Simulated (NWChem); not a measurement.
# MgH2S (SMILES [MgH][SH]): wB97X/DGauss-DZVP

What is the electronic atomisation energy of MgH2S at wB97X/DGauss-DZVP? 

The results are computed with NWChem 7.3.0.

## (1) The structure to begin with

MgH2S has 4 atoms, charge 0, and is taken as a singlet. As SMILES, `[MgH][SH]`. The coordinates come from a PBE0-D4/def2-TZVP relaxation.

Bond lengths: Mg1–S2 2.296 Å, Mg1–H3 1.694 Å, S2–H4 1.345 Å. Angles: Mg1–S2–H4 92.9°, S2–Mg1–H3 179.4°.

## (2) The energy at wB97X/DGauss-DZVP (run 1)

File h2mgs.nw:

```
echo
START h2mgs
memory 2200 mb

GEOMETRY noautosym nocenter noautoz
  Mg    -0.036000    -0.777000     0.271800
  S     -0.566100     1.000300    -1.081300
  H      0.342700    -2.097900     1.261800
  H      0.314900     1.814400    -0.472700
END

BASIS spherical bse
  * library DGauss-DZVP
END

DFT
  xc wb97x
  mult 1
  grid fine
  convergence energy 1e-08
  iterations 100
  mulliken
  noprint "final vectors analysis"
END

TASK dft energy
```

On the command line:

```console
$ nwchem h2mgs.nw > h2mgs.out
```

What it wrote (excerpt; [...] marks lines left out):

```text
[...]
          Wavefunction type:  closed shell.
          No. of atoms     :     4
          No. of electrons :    30
[...]
          Charge           :     0
          Spin multiplicity:     1
[...]
          AO basis - number of functions:    40
[...]
              XC Information
              --------------
                       wb97x  Method XC Functional
                     Hartree-Fock (Exact) Exchange  1.000
                         wb97x Exchange Functional  1.000
                      wb97x Correlation Functional  1.000
[...]
 d= 0,ls=0.0,diis     1   -599.3631379426 -6.58D+02  1.50D-02  1.63D-01     1.3
[...]
 d= 0,ls=0.0,diis     8   -599.3945087037 -8.74D-09  3.09D-06  3.25D-09     8.9
         Total DFT energy =     -599.394508703653
      One electron energy =     -948.117625109035
           Coulomb energy =      332.677671085096
    Exchange-Corr. energy =      -42.835764245083
 Nuclear repulsion energy =       58.881209565369
[...]
      Total Density - Mulliken Population Analysis
     ---------------------------------------------
    Atom       Charge   Shell Charges
 -----------   ------   -------------------------------------------------------
    1 Mg  12    11.59   2.00  2.00  0.64  0.16  4.72  1.29  0.65  0.14
    2 S   16    16.42   2.00  2.00  1.05  0.80  5.99  3.31  1.25  0.03
    3 H    1     1.11   0.51  0.60
    4 H    1     0.88   0.54  0.34
[...]
```

It took 9.6 s on 1 thread of Intel Xeon Platinum 8488C (Sapphire Rapids), shared host; peak memory 0.12 GiB.

## (3) The H atom at the same level (run 2)

File mymol.nw:

```
start mymol
memory stack 880 mb heap 220 mb global 1100 mb
geometry units angstroms noautosym nocenter noautoz
  H     0.000000    0.000000    0.000000
end
basis spherical bse
  * library DGauss-DZVP
end
dft
  xc wb97x
  mult 2
  grid fine
  convergence energy 1e-08
  iterations 100
  mulliken
  print low
end
task dft
```

On the command line:

```console
$ nwchem mymol.nw > mymol.out
```

What it wrote (excerpt; [...] marks lines left out):

```text
[...]
 d= 0,ls=0.0,diis     1     -0.4995561045 -5.00D-01  4.12D-04  5.08D-07     0.1
[...]
 d= 0,ls=0.0,diis     4     -0.4995564204 -5.14D-14  4.35D-10  3.51D-19     0.2
[...]
         Total DFT energy =       -0.499556420388
      One electron energy =       -0.498198612994
           Coulomb energy =        0.312981782882
    Exchange-Corr. energy =       -0.314339590276
 Nuclear repulsion energy =        0.000000000000
[...]
      Total Density - Mulliken Population Analysis
     ---------------------------------------------
    Atom       Charge   Shell Charges
 -----------   ------   -------------------------------------------------------
    1 H    1     1.00   0.41  0.59
     --------------------------------------------
      Spin Density - Mulliken Population Analysis
     --------------------------------------------
    Atom       Charge   Shell Charges
 -----------   ------   -------------------------------------------------------
    1 H    1     1.00   0.41  0.59
[...]
      <S2> =      0.7500 (Exact =     0.7500)
[...]
```

It took 0.83 s on 1 thread of Intel Xeon Platinum 8488C (Sapphire Rapids), shared host; peak memory 0.11 GiB.

## (4) The Mg atom at the same level (run 3)

File mg.nw:

```
START mg
TITLE "Mg energy"
memory total 2200 mb

GEOMETRY noautosym nocenter noautoz
Mg       0.000000       0.000000       0.000000
END

BASIS spherical bse
* library DGauss-DZVP
END

DFT
xc wb97x
grid fine
convergence energy 1e-08
iterations 100
mulliken
noprint "final vectors analysis"
END

TASK dft energy
```

Run the same way, it converges to -200.02539 Eh (log not shown).

## (5) The S atom (run 4)

File struct.nw:

```
start struct
memory total 2200 mb
charge 0

geometry noautosym nocenter noautoz
   S      0.000000     0.000000     0.000000
end

basis spherical bse
   * library DGauss-DZVP
end

dft
   xc wb97x
   mult 3
   grid fine
   convergence energy 1e-08
   iterations 100
   mulliken
   print low
end

task dft energy
```

On the command line:

```console
$ nwchem struct.nw > struct.out
```

What it wrote (excerpt; [...] marks lines left out):

```text
[...]
 d= 0,ls=0.0,diis     1   -398.0360078204 -3.98D+02  1.49D-02  2.85D-02     0.3
[...]
 d= 0,ls=0.0,diis     7   -398.0512954971 -6.31D-10  5.48D-07  1.30D-11     1.6
[...]
         Total DFT energy =     -398.051295497150
      One electron energy =     -549.317470771437
           Coulomb energy =      176.827939516863
    Exchange-Corr. energy =      -25.561764242576
 Nuclear repulsion energy =        0.000000000000
[...]
      Total Density - Mulliken Population Analysis
     ---------------------------------------------
    Atom       Charge   Shell Charges
 -----------   ------   -------------------------------------------------------
    1 S   16    16.00   2.00  2.00  1.14  0.86  5.99  2.94  1.08  0.00
     --------------------------------------------
      Spin Density - Mulliken Population Analysis
     --------------------------------------------
    Atom       Charge   Shell Charges
 -----------   ------   -------------------------------------------------------
    1 S   16     2.00   0.00  0.00  0.04 -0.04  0.01  1.55  0.44  0.00
[...]
      <S2> =      2.0035 (Exact =     2.0000)
[...]
```

Run time: 2.2 s. Hardware: 1 thread of Intel Xeon Platinum 8488C (Sapphire Rapids), shared host; peak memory 0.11 GiB.

## (6) All runs side by side

```csv
run,level,partner,energy (Eh),wall time
1,wB97X/DGauss-DZVP,base,-599.394509,9.6 s
2,U-wB97X/DGauss-DZVP,atoms,-0.499556,0.83 s
3,wB97X/DGauss-DZVP,atoms,-200.025392,1.8 s
4,U-wB97X/DGauss-DZVP,atoms,-398.051295,2.2 s
```

## (7) Summary of results

Level: wB97X/DGauss-DZVP.

```
                     quantity          value
         S atom: total energy  -398.05130 Eh
                 S atom: ⟨S²⟩          2.003
electronic atomisation energy       8.673 eV
```

In words: Taking the molecule apart into free atoms costs 8.67 eV (200 kcal/mol), before zero-point energy and without spin-orbit coupling. All runs together took 14 s, the longest 9.6 s.
